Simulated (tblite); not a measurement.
# C7H14Si2: the cost of one run

The runs use tblite 0.8.0 and PySCF 2.14.0, with density-fitted response routines of our own; the level of theory stands in each step. All values are computed, except where a source is named. Atoms count from 0, in the outputs and in this text.

## Step 1: The starting structure

23 atoms, charge 0, multiplicity 1; geometry from: force field or distance geometry start.

Bonds of the start (Å): C0–C1 1.34, C1–C2 1.52, C2–Si3 1.88, Si3–C4 1.88, C4–C5 1.21, C5–Si6 1.87, Si6–C7 1.87, C7–C8 1.51, C0–H9 1.07, C0–H10 1.09, C1–H11 1.09, C2–H12 1.08, C2–H13 1.09, Si3–H14 1.48, Si3–H15 1.51, Si6–H16 1.49, Si6–H17 1.49, C7–H18 1.10, C7–H19 1.10, C8–H20 1.10, C8–H21 1.09, C8–H22 1.11.

## Step 2: Geometry optimisation with GFN2-xTB

The job: settings as JSON, then the geometry in Å.

```
{"job": {"kind": "relax", "xc": "GFN2-xTB", "basis": "xTB"}, "charge": 0, "multiplicity": 1}
C      3.547000     1.686500    -0.807100
C      2.606200     1.082100    -0.067800
C      2.927200     0.004200     0.961000
Si     2.115400    -1.657900     0.631000
C      0.241600    -1.541900     0.603000
C     -0.960400    -1.451100     0.562300
Si    -2.822500    -1.292800     0.501600
C     -3.366300    -0.066700    -0.798600
C     -2.877600     1.355400    -0.614300
H      4.588100     1.438200    -0.728000
H      3.254400     2.461400    -1.516300
H      1.565700     1.377000    -0.164100
H      3.996100    -0.144100     1.043400
H      2.591300     0.366700     1.936500
H      2.608300    -2.220500    -0.642100
H      2.518500    -2.605100     1.729200
H     -3.330700    -0.849500     1.832000
H     -3.428800    -2.626100     0.212600
H     -4.468800    -0.061900    -0.823400
H     -3.032800    -0.431100    -1.776000
H     -3.268200     2.002500    -1.415100
H     -1.789600     1.416600    -0.633900
H     -3.218900     1.784800     0.350100
```

Launch:

```bash
> OMP_NUM_THREADS=1 python probes_run.py task.json out
```

This one command runs all jobs of the session in turn.

**Question.** How long does this first job take on 1 thread of Arm Neoverse N1, shared host?

About 2.8 s.
